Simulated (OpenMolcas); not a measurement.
**Mo²⁺ among point charges: CASSCF levels and susceptibility**

How does a field of 3 point charges split the states of Mo²⁺, and what χT follows?

The numbers are computed with OpenMolcas 26.06 (state-averaged CASSCF, spin-orbit coupling by RASSI with atomic mean-field integrals), except any that are marked as measured or tabulated.

1 further run of the same task is left out (it didn't finish).

## Step 1: The system

* Species: Mo²⁺ (molybdenum, Z = 42, 40 electrons)
* Basis: ANO-RCC-VDZP [6s5p3d1f], 43 functions
* Scalar Hamiltonian: DKH2, point nucleus
* Inactive shells: 1s 2s 2p 3s 3p 3d 4s 4p
* Active space: 4 electrons in 5 orbitals (4d)
* Some configurations of this space: 4d4
* Orbitals: optimised for each spin and parity, averaged over all roots

The outer shells:

4d4
```
4d [↑ ][↑ ][↑ ][↑ ][  ]
```

The ion sits among 3 point charges of -2.5 e arranged as a planar triangle (D3h), 2.02 Å from the ion. The active orbitals were held to one l.

Each step is its own input file, run in one work folder so that later steps find the files of earlier ones. Labels, J, g values, rates, χT and fits are worked out afterwards by a script from the matrices that RASSI stores.

## Step 2: Basis and integrals

Input file a.inp:

```
&GATEWAY
Coord
1

Mo 0.0 0.0 0.0
Basis=ANO-RCC-VDZP
Group=NoSym
NoMove
AngMom=0.0 0.0 0.0
AMFI
XField
3 Angstrom 0
2.020000 0.000000 0.000000 -2.500000
-1.010000 1.749371 0.000000 -2.500000
-1.010000 -1.749371 0.000000 -2.500000
&SEWARD
```

Started as:

```bash
OMP_NUM_THREADS=1 MOLCAS_MEM=1689 MOLCAS_PROJECT=a pymolcas a.inp > a.log
```

## Step 3: CASSCF: quintets, 5 roots

Input file a.inp:

```
&RASSCF
FileOrb=start.orb
Symmetry=1
Spin=5
nActEl=4 0 0
Inactive=18
Ras2=5
CIRoot=5 5 1
SDav=5
CIMx=300
Iter=120 100
PrWF=0.3
OrbListing=Nothing
MaxOrb=0
SupSym
1
15 10 11 12 13 14 19 20 21 22 23 32 33 34 35 36
>>> COPY $Project.JobIph JOB001
```

start.orb holds the contracted functions of the basis, ordered by shell, or the orbitals of the step before.

## Step 4: Reference wave functions, triplets, 45 roots

Input file a.inp:

```
&RASSCF
FileOrb=start.orb
Symmetry=1
Spin=3
nActEl=4 0 0
Inactive=18
Ras2=5
CIRoot=45 45 1
SDav=45
CIMx=300
Iter=120 100
PrWF=0.3
OrbListing=Nothing
MaxOrb=0
SupSym
1
15 10 11 12 13 14 19 20 21 22 23 32 33 34 35 36
>>> COPY $Project.JobIph JOB002
```

## Step 5: Reference wave functions, singlets, 50 roots

Input file a.inp:

```
&RASSCF
FileOrb=start.orb
Symmetry=1
Spin=1
nActEl=4 0 0
Inactive=18
Ras2=5
CIRoot=50 50 1
SDav=50
CIMx=300
Iter=120 100
PrWF=0.3
OrbListing=Nothing
MaxOrb=0
SupSym
1
15 10 11 12 13 14 19 20 21 22 23 32 33 34 35 36
>>> COPY $Project.JobIph JOB003
```

## Step 6: RASSI: spin-orbit coupling between the states

Input file a.inp:

```
&RASSI
NrOfJobIphs=3 5 45 50
1 2 3 4 5
1 2 3 4 5 6 7 8 9 10 11 12 13 14 15 16 17 18 19 20 21 22 23 24 25 26 27
28 29 30 31 32 33 34 35 36 37 38 39 40 41 42 43 44 45
1 2 3 4 5 6 7 8 9 10 11 12 13 14 15 16 17 18 19 20 21 22 23 24 25 26 27
28 29 30 31 32 33 34 35 36 37 38 39 40 41 42 43 44 45 46 47 48 49 50
IphNames
JOB001
JOB002
JOB003
EJob
SpinOrbit
DIPRint=1.0
SOCoupling=1000.0
Subsets=2
Property=9
'ANGMOM' 1 'ANGMOM' 2 'ANGMOM' 3 'MLTPL  1' 1 'MLTPL  1' 2 'MLTPL  1' 3
'AMFI' 1 'AMFI' 2 'AMFI' 3
SOProperty=3
'ANGMOM' 1 'ANGMOM' 2 'ANGMOM' 3
```

Before running it: what results should come out? Wanted: spin-free ground state; first state of the same spin within the active space; lowest level; next level.

The runs gave:

| quantity | value |
| --- | --- |
| method | CASSCF |
| spin-free ground state | 5E, 2-fold in its orbital part |
| first state of the same spin within the active space | 5A1 at 24500 cm⁻¹ |
| lowest level | 1-fold A1 |
| next level | 20.1 cm⁻¹ |
| χT at 300 K | 1.26 cm³ K/mol |
| effective moment at 300 K | 3.17 μB |

**Reading.** The spin-free ground state (5E) comes to 100 % from free-ion D terms and keeps the highest spin of the shell. χT at 300 K is 1.26, against 3.01 cm³ K/mol for the spin alone, so spin-orbit coupling lowers it. An active space of the d shell alone favours high spin; real ions in strong fields can be low spin. The field of point charges can differ much from that of real complexes. With metal d orbitals alone active, the gaps between spin states are rough; where two lie within a few thousand cm-1, their order is open. This is an electrostatic model: the charges have no orbitals.
